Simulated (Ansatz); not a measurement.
# GeH₂: basis-set convergence

One table from this session's results is given with a row withheld; the runs are named, their logs left out.

Computed with Ansatz 0.2.0, Gaussian basis. Level: one geometry, several basis sets.

Plan: PBE0-D4/def2-SVP; ωB97M-V/def2-SVP; PBE0-D4/def2-QZVPP; ωB97M-V/def2-QZVPP; the functionals' def2-TZVPP values are taken from earlier runs.

### The geometry

An earlier PBE0-D4 in a triple-zeta def2 set relaxation fixed the geometry.

3 atoms, charge 0, spin multiplicity 1.

Atoms are counted from 1 here; the program's logs count them from 0.

Bond lengths: Ge1–H2 1.594 Å, Ge1–H3 1.594 Å. Angles: H2–Ge1–H3 90.6°.

The first run:

in.yaml reads:

```yaml
crystal:
  periodic: [false, false, false]
  atoms:
    - {symbol: Ge, position_ang: [-0.570072, 0.405149, -0.263665]}
    - {symbol: H, position_ang: [0.783021, 0.743579, 0.508979]}
    - {symbol: H, position_ang: [-0.212949, -1.148718, -0.245324]}
basis:
  gaussian: {orbitals: def2-SVP}
hamiltonian: {xc: pbe0, dispersion: d4}
output: {orbitals: {seedname: orbitals}}
```

Launch:

```sh
> ansatz run in.yaml --threads 2 --pin off --events-out ev --progress --plain --max-ram 32768MiB --backend cpu
```

Among the steps run: PBE0-D4 in def2-SVP; ωB97M-V in def2-SVP; PBE0-D4 in def2-QZVPP; ωB97M-V in def2-QZVPP.

One table of the session follows, with a row left open; its other results are not shown here.

```
functional       basis  HOMO (eV)  LUMO (eV)
   PBE0-D4    def2-SVP      -6.86      -3.02
   PBE0-D4  def2-TZVPP      -6.89      -3.03
   PBE0-D4  def2-QZVPP      -6.93      -3.08
   ωB97M-V    def2-SVP          ?          ?
   ωB97M-V  def2-TZVPP      -9.02      -1.00
   ωB97M-V  def2-QZVPP      -9.05      -1.12
```

Estimate the missing values for ωB97M-V, def2-SVP.

As computed: HOMO (eV): -8.95; LUMO (eV): -0.96. In the column «HOMO (eV)» it lies between ωB97M-V, def2-TZVPP (-9.02) and PBE0-D4, def2-QZVPP (-6.93).
